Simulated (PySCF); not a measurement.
F2, in a box:

```
F
1.0
    11.00000    0.00000    0.00000
     0.00000   10.00000    0.00000
     0.00000    0.00000   10.00000
F
2
Direct
  0.44810 0.52334 0.47390
  0.55426 0.48086 0.53290
```

Base run:

| Property | Result |
| --- | --- |
| Program | PySCF 2.14.0 |
| Functional | TASK |
| Potentials or basis | 6-31g* (all-electron) |
| k mesh | 1 × 1 × 1 |
| Occupations | fixed |
| Spin | no spin polarisation |

Its results: gap between the frontier levels 5.28 eV.

Problem. After a change of settings the same cell gave: gap between the frontier levels 3.91 eV. Which change was it?
A. functional from TASK to M06-L
B. functional from TASK to B3PW91; dispersion from none to D3(BJ)
C. functional from TASK to LDA
D. functional from TASK to PBE

Solution. C.

TASK gives the wider gap, since meta-GGAs in the generalised Kohn-Sham scheme recover part of the derivative discontinuity.

Caveats: this is a molecule in a periodic box at the Γ point, so its band gap is the HOMO-LUMO gap; the basis of atomic orbitals isn't converged, which shifts pressures, moduli and gaps.
